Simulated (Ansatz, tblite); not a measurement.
# The cluster Sn₂₄AsH₃₄−: a ladder of methods and basis sets

How do method and basis change the picture of the cluster Sn₂₄AsH₃₄− (singlet)?

The runs use Ansatz 0.2.0, Gaussian basis; as each input shows.

The runs, in order: GFN1-xTB, GFN2-xTB, PBE-D4/def2-TZVP, r2SCAN-D4/def2-TZVP, revPBE-D4/def2-TZVP, PBE-D4/def2-SVP, PBE0-D4/def2-SVP, MP2/def2-SVP, RPA/def2-SVP.

3 further runs of the same task are left out: 2 for a known fault of the program, 1 set aside as unsound or not needed. Runs told in other sessions of the task aren't counted.

## 1. The structure

The singlet was relaxed beforehand with r2SCAN-D4/def2-SVP.

59 atoms, charge -1, spin multiplicity 1.

Bond lengths: Sn1–Sn13 2.821 Å, Sn1–Sn17 2.824 Å, Sn1–H26 1.732 Å, Sn1–H27 1.726 Å, Sn2–Sn16 2.792 Å, Sn2–Sn18 2.810 Å, Sn2–H28 1.727 Å, Sn2–H29 1.726 Å, Sn3–Sn14 2.814 Å, Sn3–Sn19 2.805 Å, Sn3–Sn20 2.829 Å, Sn3–H30 1.737 Å, Sn4–Sn16 2.812 Å, Sn4–Sn19 2.805 Å, Sn4–Sn21 2.824 Å, Sn4–H31 1.735 Å, As5–Sn13 2.635 Å, As5–Sn14 2.632 Å and more. Angles: Sn13–Sn1–Sn17 117.7°, Sn13–Sn1–H26 105.8°, Sn13–Sn1–H27 107.5°, Sn17–Sn1–H26 109.4°, Sn17–Sn1–H27 110.6°, H26–Sn1–H27 105.1°, Sn16–Sn2–Sn18 103.3°, Sn16–Sn2–H28 114.5°, Sn16–Sn2–H29 110.8°, Sn18–Sn2–H28 108.5°, Sn18–Sn2–H29 113.5°, H28–Sn2–H29 106.3°, Sn14–Sn3–Sn19 102.0°, Sn14–Sn3–Sn20 113.1°, Sn14–Sn3–H30 105.6°, Sn19–Sn3–Sn20 110.5°, Sn19–Sn3–H30 108.3°, Sn20–Sn3–H30 116.2° and more.

Sn takes a core potential in the def2 sets. No spin-orbit coupling is included. The ion is computed in the gas phase, without counter-ions or solvent.

PBE0-D4/def2-TZVP was run before; its log isn't repeated, and its numbers join the tables.

## 2. GFN1-xTB

Tight binding, by tblite at 300 K electronic temperature and without a spin-polarisation term:

```python
tblite.interface.Calculator('GFN1-xTB', numbers, positions, charge=-1, uhf=0).singlepoint()
```

Energy -2221.6892 eV, HOMO -7.95 eV, LUMO -6.33 eV; 0.73 s.

## 3. GFN2-xTB

Tight binding, by tblite at 300 K electronic temperature and without a spin-polarisation term:

```python
tblite.interface.Calculator('GFN2-xTB', numbers, positions, charge=-1, uhf=0).singlepoint()
```

Energy -1933.1205 eV, HOMO -8.51 eV, LUMO -7.46 eV; 1.8 s.

## 4. PBE-D4/def2-TZVP

start.molden holds the orbitals of an earlier run on this state, given as this run's starting guess.

The input, in.yaml:

```yaml
crystal:
  periodic: [false, false, false]
  atoms:
    - {symbol: Sn, position_ang: [-2.340605, -4.118869, 1.776574]}
    - {symbol: Sn, position_ang: [0.903075, -4.212745, -1.711260]}
    - {symbol: Sn, position_ang: [-2.100668, 2.225059, -4.509189]}
    - {symbol: Sn, position_ang: [1.080926, -0.861689, -4.994316]}
    - {symbol: As, position_ang: [-1.600796, -1.088756, -1.595649]}
    - {symbol: Sn, position_ang: [-1.449985, 1.075226, 1.498419]}
    - {symbol: Sn, position_ang: [0.737003, -0.740370, 1.680358]}
    - {symbol: Sn, position_ang: [1.008913, 1.980999, -1.150125]}
    - {symbol: Sn, position_ang: [-2.006677, -1.275435, 5.184339]}
    - {symbol: Sn, position_ang: [1.035634, 2.217558, 4.874834]}
    - {symbol: Sn, position_ang: [4.097792, -1.073960, -1.764214]}
    - {symbol: Sn, position_ang: [4.431450, 2.383563, 1.794493]}
    - {symbol: Sn, position_ang: [-3.233524, -2.906055, -0.609086]}
    - {symbol: Sn, position_ang: [-3.391833, 0.223991, -3.009268]}
    - {symbol: Sn, position_ang: [-3.473183, 0.105108, 3.240348]}
    - {symbol: Sn, position_ang: [-0.532507, -2.595246, -3.477420]}
    - {symbol: Sn, position_ang: [-0.456271, -2.710599, 3.338275]}
    - {symbol: Sn, position_ang: [2.246351, -2.359194, -0.081188]}
    - {symbol: Sn, position_ang: [-0.731596, 0.718677, -6.438471]}
    - {symbol: Sn, position_ang: [-0.285047, 3.761999, -2.977140]}
    - {symbol: Sn, position_ang: [2.568807, 0.764261, -3.228510]}
    - {symbol: Sn, position_ang: [-0.587568, 3.356940, 2.897245]}
    - {symbol: Sn, position_ang: [2.679171, 0.671755, 3.201811]}
    - {symbol: Sn, position_ang: [3.234700, 3.645949, -0.433505]}
    - {symbol: Sn, position_ang: [-0.432056, 0.561631, 6.601339]}
    - {symbol: H, position_ang: [-3.763733, -4.412459, 2.718892]}
    - {symbol: H, position_ang: [-1.741327, -5.685537, 1.369683]}
    - {symbol: H, position_ang: [2.076900, -5.231224, -2.464710]}
    - {symbol: H, position_ang: [-0.156662, -5.257799, -0.837141]}
    - {symbol: H, position_ang: [-3.370513, 3.105636, -5.303374]}
    - {symbol: H, position_ang: [2.034676, -1.845557, -6.058572]}
    - {symbol: H, position_ang: [-2.179128, 1.462322, -0.012193]}
    - {symbol: H, position_ang: [-2.951852, -2.233110, 6.273346]}
    - {symbol: H, position_ang: [1.869752, 3.410310, 5.812497]}
    - {symbol: H, position_ang: [4.899544, -2.346126, -2.623062]}
    - {symbol: H, position_ang: [5.307585, -0.346959, -0.768939]}
    - {symbol: H, position_ang: [5.804241, 1.408527, 1.405720]}
    - {symbol: H, position_ang: [5.003906, 3.468365, 3.020239]}
    - {symbol: H, position_ang: [-3.562928, -4.140807, -1.776141]}
    - {symbol: H, position_ang: [-4.738992, -2.123525, -0.285892]}
    - {symbol: H, position_ang: [-4.288056, -0.869328, -4.009348]}
    - {symbol: H, position_ang: [-4.520461, 0.857801, -1.864806]}
    - {symbol: H, position_ang: [-4.568044, -1.001115, 2.489833]}
    - {symbol: H, position_ang: [-4.450424, 1.377127, 3.885999]}
    - {symbol: H, position_ang: [-1.734553, -3.446095, -4.389731]}
    - {symbol: H, position_ang: [0.605018, -3.876476, 4.051945]}
    - {symbol: H, position_ang: [3.082210, -3.275775, 1.138875]}
    - {symbol: H, position_ang: [-1.800067, -0.262336, -7.381170]}
    - {symbol: H, position_ang: [0.099612, 1.719971, -7.576270]}
    - {symbol: H, position_ang: [0.589454, 4.628856, -4.202869]}
    - {symbol: H, position_ang: [-1.294246, 4.980099, -2.261662]}
    - {symbol: H, position_ang: [3.659456, 1.638339, -4.263592]}
    - {symbol: H, position_ang: [0.365017, 4.418331, 1.930845]}
    - {symbol: H, position_ang: [-1.923027, 4.271341, 3.491725]}
    - {symbol: H, position_ang: [3.550164, -0.482088, 4.158463]}
    - {symbol: H, position_ang: [2.873080, 5.223447, 0.191547]}
    - {symbol: H, position_ang: [4.577559, 3.922370, -1.500525]}
    - {symbol: H, position_ang: [-1.418221, 1.489342, 7.677960]}
    - {symbol: H, position_ang: [0.677655, -0.286863, 7.620234]}
basis:
  gaussian: {orbitals: def2-TZVP, fitting: {mean_field: def2-universal-jkfit}, initial_orbitals: start.molden}
total_charge: -1
hamiltonian: {xc: pbe, dispersion: d4}
scf: {omitted_lower_state_checks: [starts]}
output: {forces: true, orbitals: {seedname: orbitals}}
```

Started as:

```sh
> ansatz run in.yaml --threads 11 --pin off --events-out ev --progress --plain --max-ram 174080MiB --backend cuda --devices 0, --max-vram 75GiB
```

Further steps of the session: r2SCAN-D4/def2-TZVP; revPBE-D4/def2-TZVP; PBE-D4/def2-SVP; PBE0-D4/def2-SVP; MP2/def2-SVP; RPA/def2-SVP.

**Question.** What will the summary of the whole plan be? Wanted: gap in def2-TZVP, named functionals, smallest and largest; correlation energy, MP2/def2-SVP; PBE0 total energy, smallest basis above largest.

As calculated:

| quantity | value |
| --- | --- |
| gap in def2-TZVP, named functionals, smallest and largest | 1.91 eV (PBE-D4), 3.24 eV (PBE0-D4) |
| correlation energy, MP2/def2-SVP | -81.82 eV |
| PBE0 total energy, smallest basis above largest | 12.09 eV (def2-SVP, def2-TZVP) |

**Reading.** Over the named functionals in def2-TZVP the gap runs from 1.91 eV (PBE-D4) to 3.24 eV (PBE0-D4); exact exchange widens it.
